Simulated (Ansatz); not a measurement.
**SiHClO (SMILES O[Si]Cl) at PBE0/STO-3G**

What is the electronic atomisation energy of SiHClO at PBE0/STO-3G? 

The calculation is run with Ansatz 0.2.0.

82 further runs of the same task are left out: 1 that didn't finish, 81 set aside as unsound or not needed.

**1. Starting point**

SiHClO has 4 atoms, charge 0, and is taken as a singlet. As SMILES, `O[Si]Cl`. The coordinates come from a PBE0-D4/def2-TZVP relaxation.

Bond lengths: O1–Si2 1.637 Å, Si2–Cl3 2.110 Å, O1–H4 0.963 Å. Angles: O1–Si2–Cl3 101.3°, Si2–O1–H4 120.4°.

**2. A single-point energy at PBE0/STO-3G**

molecule.yaml reads:

```yaml
crystal:
  periodic: [false, false, false]
  atoms:
    - {symbol: O, position_ang: [-0.911800, 0.450200, -0.308700]}
    - {symbol: Si, position_ang: [-0.434200, -0.789700, 0.647000]}
    - {symbol: Cl, position_ang: [1.662300, -0.701000, 0.421400]}
    - {symbol: H, position_ang: [-0.260800, 0.980400, -0.780000]}
basis:
  gaussian:
    orbitals: STO-3G
accuracy: high
hamiltonian:
  xc: {name: PBE0}
```

Command:

```console
$ ansatz run molecule.yaml --threads 1 --pin off --max-ram 2610MiB --events-out events.jsonl --progress --plain --runs-dir runs
```

What it wrote:

```text
Warning: RAYON_NUM_THREADS=1 ignored (pool sized by the plan → 1); use --threads N
Functional definition: PBE0
  name "PBE0"
  parameter a = 0.25
  parameter kappa = 0.804
  parameter beta = 0.06672455060314922
  exchange = (1 - a)*pbe_x(kappa = kappa, mu = beta*pi^2/3) + a*exact_x
  correlation = pbe_c(beta = beta)
433 factors; integrals over basis functions are off by at most 3.0e-8 eV
mean field evaluation 1: about -22197.5358 eV, gradient 2.1e1 eV
mean field evaluation 2: about -22194.3602 eV, gradient 4.3e1 eV
mean field evaluation 4: about -22199.5009 eV, gradient 1.2e0 eV
mean field evaluation 8: about -22199.5125 eV, gradient 1.8e-3 eV
mean field evaluation 16: about -22199.5125 eV, gradient 6.6e-8 eV
mean field -22199.51249405 eV, -815.8170367864 hartree, gradient 6.6e-8 eV, S^2 0.000000; 0 other end points of the search recorded, 0 dependent functions left out
reference -22199.51249535 eV, -815.8170368342 hartree; 20, 20 occupied and 4, 4 virtual orbitals, 433 factors
Total energy: -22199.51249535 eV, -815.8170368342 hartree
```

Run time: 1.2 s. Hardware: 1 thread of Arm Neoverse V1, shared host; peak memory 0.096 GiB.

**3. The Cl atom at the same level**

input.yaml reads:

```yaml
crystal:
  periodic: [false, false, false]
  atoms:
    - {symbol: Cl, position_ang: [0.000000, 0.000000, 0.000000]}
basis:
  gaussian: {orbitals: STO-3G}
accuracy: high
hamiltonian: {xc: {name: PBE0}}
magnetization: {spin_polarized: true, initial_magnetization: 1}
```

Run the same way, it converges to -454.98903 Eh (log not shown).

**4. The H atom at the same level**

job.yaml reads:

```yaml
crystal:
  periodic: [false, false, false]
  atoms:
    - {symbol: H, position_ang: [0.000000, 0.000000, 0.000000]}
basis:
  gaussian: {orbitals: STO-3G}
magnetization: {spin_polarized: true, initial_magnetization: 1}
hamiltonian: {xc: {name: PBE0}}
accuracy: high
```

Run the same way, it converges to -0.46651 Eh (log not shown).

**5. The O atom at the same level**

run.yaml reads:

```yaml
crystal:
  periodic: [false, false, false]
  atoms:
    - {symbol: O, position_ang: [0.000000, 0.000000, 0.000000]}
basis:
  gaussian: {orbitals: STO-3G}
magnetization: {spin_polarized: true, initial_magnetization: 2}
accuracy: high
hamiltonian: {xc: pbe0}
```

Run the same way, it converges to -73.97643 Eh (log not shown).

**6. The Si atom**

input.yaml reads:

```yaml
crystal:
  periodic: [false, false, false]
  atoms:
    - {symbol: Si, position_ang: [0.000000, 0.000000, 0.000000]}
basis:
  gaussian: {orbitals: STO-3G}
magnetization: {spin_polarized: true, initial_magnetization: 2}
hamiltonian: {xc: pbe0}
accuracy: high
```

Run the same way, it converges to -285.82313 Eh (log not shown).

**7. Summary of results**

Level: PBE0/STO-3G.

| quantity | value |
| --- | --- |
| molecule: total energy | -815.81704 Eh |
| Cl atom: total energy | -454.98903 Eh |
| Cl atom: ⟨S²⟩ | 0.750 |
| H atom: total energy | -0.46651 Eh |
| H atom: ⟨S²⟩ | 0.750 |
| O atom: total energy | -73.97643 Eh |
| O atom: ⟨S²⟩ | 2.000 |
| Si atom: total energy | -285.82313 Eh |
| Si atom: ⟨S²⟩ | 2.000 |
| electronic atomisation energy | 15.291 eV |

In words: Taking the molecule apart into free atoms costs 15.29 eV (353 kcal/mol), before zero-point energy and without spin-orbit coupling. In a minimal basis such a difference can be off by several eV, whatever the method.
